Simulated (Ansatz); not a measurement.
# GaAs: the cost of one run

Method: DFT PBE, scalar-relativistic, plane waves, PAW, in Ansatz 0.2.0.

**1. The system as given**

The cell holds 32 atoms (As16Ga15Zr): a = 9.952 Å, b = 9.952 Å, c = 9.952 Å, α = 109.47°, β = 109.47°, γ = 109.47°.

The coordinates of this cell stand in the input of its own run.

The host was relaxed before at PBE: a = 5.746 Å, b = 5.746 Å, c = 5.746 Å, α = 90.00°, β = 90.00°, γ = 90.00° (conventional cell), 23.714 Å³/atom.

Places, in fractions of the supercell: Zr in place of Ga at (0.250, 0.500, 0.250). The start keeps the symmetry of the ideal site.

**2. The perfect crystal in the supercell of 32 atoms**

The input, input.yaml:

```yaml
crystal:
  lattice:
    - [-5.7459815093, -5.7459815093, 5.7459815093]
    - [5.7459815093, 5.7459815093, 5.7459815093]
    - [-5.7459815093, 5.7459815093, -5.7459815093]
  atoms:
    - { symbol: Ga, position: [0.25, 0.5, 0.25] }
    - { symbol: Ga, position: [0.5, 0.5, 0.0] }
    - { symbol: Ga, position: [0.25, 0.75, 0.0] }
    - { symbol: Ga, position: [0.75, 0.5, 0.75] }
    - { symbol: Ga, position: [0.5, 0.75, 0.75] }
    - { symbol: Ga, position: [0.25, 0.0, 0.75] }
    - { symbol: Ga, position: [0.0, 0.5, 0.5] }
    - { symbol: Ga, position: [0.75, 0.75, 0.5] }
    - { symbol: Ga, position: [0.5, 0.0, 0.5] }
    - { symbol: Ga, position: [0.25, 0.25, 0.5] }
    - { symbol: Ga, position: [0.0, 0.75, 0.25] }
    - { symbol: Ga, position: [0.75, 0.0, 0.25] }
    - { symbol: Ga, position: [0.5, 0.25, 0.25] }
    - { symbol: Ga, position: [0.0, 0.0, 0.0] }
    - { symbol: Ga, position: [0.75, 0.25, 0.0] }
    - { symbol: Ga, position: [0.0, 0.25, 0.75] }
    - { symbol: As, position: [0.0, 0.25, 0.0] }
    - { symbol: As, position: [0.25, 0.25, 0.75] }
    - { symbol: As, position: [0.0, 0.5, 0.75] }
    - { symbol: As, position: [0.5, 0.25, 0.5] }
    - { symbol: As, position: [0.25, 0.5, 0.5] }
    - { symbol: As, position: [0.0, 0.75, 0.5] }
    - { symbol: As, position: [0.75, 0.25, 0.25] }
    - { symbol: As, position: [0.5, 0.5, 0.25] }
    - { symbol: As, position: [0.25, 0.75, 0.25] }
    - { symbol: As, position: [0.0, 0.0, 0.25] }
    - { symbol: As, position: [0.75, 0.5, 0.0] }
    - { symbol: As, position: [0.5, 0.75, 0.0] }
    - { symbol: As, position: [0.25, 0.0, 0.0] }
    - { symbol: As, position: [0.75, 0.75, 0.75] }
    - { symbol: As, position: [0.5, 0.0, 0.75] }
    - { symbol: As, position: [0.75, 0.0, 0.5] }
basis:
  ecutwfc: 420
  xc_grid: 2
kpoints:
  mp_grid: { grid: [3, 3, 3], shift: [0.0, 0.0, 0.0] }
hamiltonian:
  xc: pbe
scf:
  occupations: { method: gaussian, width: 0.05 }
output:
  forces: true
  stress: true
  eigenvalues: true
  write_density: true
  write_potential: true
  elf: true
  volumetric_format: npy
```

Launch:

```
$ ansatz run input.yaml --threads 8 --pin off --max-ram 16384MiB --backend cpu --events-out ev --progress --plain --runs-dir out
```

**Question.** How long does this run take on 8 threads of Arm Neoverse V1, shared host, and how much memory does it need?

About 26 s, with a peak of 3.6 GiB.
